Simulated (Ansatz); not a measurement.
**GeH₈O₂Si₂: up Jacob's ladder to CCSD(T)**

One table from this session's results is given with a row withheld; the runs are named, their logs left out.

Program: Ansatz 0.2.0, Gaussian basis. Level of theory: functionals in def2-TZVPP, the program's frozen cores in correlated methods. These are calculated values, not measurements.

Plan: LDA (SPW92), PBE-D4, revPBE-D4, BLYP-D4, r2SCAN-D4, B97M-V, PBE0-D4, B3LYP-D4, r2SCANh-D4, r2SCAN0-D4, HSE06-D4, BHLYP-D4, CAM-B3LYP-D4, LC-ωPBE, ωB97X-V, ωB97M-V, B2PLYP, PBE-QIDH; CCSD(T)/def2-SVP; MP2/def2-TZVPP; MP2/def2-QZVPP; RPA on PBE.

**The relaxed structure**

All runs share one geometry, relaxed beforehand with PBE0-D4 in a triple-zeta def2 set.

SMILES `[SiH3][O][GeH2][O][SiH3]`, 13 atoms, charge 0, spin multiplicity 1.

Atoms are counted from 1 here; the program's logs count them from 0.

Bond lengths: Si1–O2 1.639 Å, Si1–H6 1.484 Å, Si1–H7 1.486 Å, Si1–H8 1.490 Å, O2–Ge3 1.764 Å, Ge3–O4 1.764 Å, Ge3–H9 1.531 Å, Ge3–H10 1.531 Å, O4–Si5 1.639 Å, Si5–H11 1.484 Å, Si5–H12 1.490 Å, Si5–H13 1.486 Å. Angles: O2–Si1–H6 108.1°, O2–Si1–H7 110.7°, O2–Si1–H8 110.6°, H6–Si1–H7 109.4°, H6–Si1–H8 109.4°, H7–Si1–H8 108.6°, Si1–O2–Ge3 134.6°, O2–Ge3–O4 107.8°, O2–Ge3–H9 106.1°, O2–Ge3–H10 110.0°, O4–Ge3–H9 110.0°, O4–Ge3–H10 106.1°, H9–Ge3–H10 116.6°, Ge3–O4–Si5 134.6°, O4–Si5–H11 108.1°, O4–Si5–H12 110.6°, O4–Si5–H13 110.7°, H11–Si5–H12 109.4° and more.

The first run:

Contents of in.yaml:

```yaml
crystal:
  periodic: [false, false, false]
  atoms:
    - {symbol: Si, position_ang: [-1.949638, 0.693802, 1.082366]}
    - {symbol: O, position_ang: [-0.332880, 0.961460, 1.118607]}
    - {symbol: Ge, position_ang: [1.094336, -0.075057, 1.095813]}
    - {symbol: O, position_ang: [1.055610, -1.014600, -0.396697]}
    - {symbol: Si, position_ang: [1.042454, -0.638881, -1.992180]}
    - {symbol: H, position_ang: [-2.625337, 1.861646, 1.699864]}
    - {symbol: H, position_ang: [-2.423796, 0.532028, -0.317007]}
    - {symbol: H, position_ang: [-2.293441, -0.538234, 1.846216]}
    - {symbol: H, position_ang: [2.302390, 0.865788, 1.090747]}
    - {symbol: H, position_ang: [1.021687, -1.090981, 2.239161]}
    - {symbol: H, position_ang: [1.586213, -1.796770, -2.744085]}
    - {symbol: H, position_ang: [1.884963, 0.561582, -2.254199]}
    - {symbol: H, position_ang: [-0.341961, -0.356683, -2.453705]}
basis:
  gaussian: {orbitals: def2-TZVPP}
hamiltonian: {xc: lda}
output: {orbitals: {seedname: orbitals}}
```

Started as:

```
$ ansatz run in.yaml --threads 4 --pin off --events-out ev --progress --plain --max-ram 11315MiB
```

Among the steps run: LDA; PBE-D4 (GGA); revPBE-D4 (GGA); BLYP-D4 (GGA); r2SCAN-D4 (meta-GGA); B97M-V (meta-GGA); B3LYP-D4 (hybrid); r2SCANh-D4 (hybrid); r2SCAN0-D4 (hybrid); HSE06-D4 (hybrid); BHLYP-D4 (hybrid); CAM-B3LYP-D4 (range-separated); LC-ωPBE (range-separated); ωB97X-V (range-separated); ωB97M-V (range-separated); B2PLYP (double hybrid); PBE-QIDH (double hybrid).

One table of the session follows, with a row left open; its other results are not shown here.

It belongs to the step «Frontier levels by functional». 

| functional | HOMO (eV) | gap (eV) |
| --- | --- | --- |
| LDA (SPW92) | -7.27 | 5.90 |
| PBE-D4 | -7.19 | 6.12 |
| revPBE-D4 | -7.15 | 6.23 |
| BLYP-D4 | -7.10 | 6.17 |
| r2SCAN-D4 | -7.55 | 6.84 |
| B97M-V | -7.69 | 6.73 |
| PBE0-D4 | -8.63 | 8.46 |
| B3LYP-D4 | -8.42 | 8.03 |
| r2SCANh-D4 | -8.08 | 7.67 |
| r2SCAN0-D4 | -8.88 | 8.91 |
| HSE06-D4 | -8.23 | 7.68 |
| BHLYP-D4 | ? | ? |
| CAM-B3LYP-D4 | -10.05 | 10.87 |
| LC-ωPBE | -11.39 | 13.42 |
| ωB97X-V | -11.07 | 12.91 |
| ωB97M-V | -10.93 | 12.48 |

Q: Estimate the row for BHLYP-D4 from the others.

Worked estimate for «HOMO (eV)». Against the share of exact exchange, BLYP-D4 (0, -7.10), B3LYP-D4 (0.2, -8.42) give a slope of -6.60 per unit share; at 0.5 the line stands at -10.40.

**Answer.** HOMO (eV): -10.02; gap (eV): 10.75. In «HOMO (eV)» the line misses by -0.38.
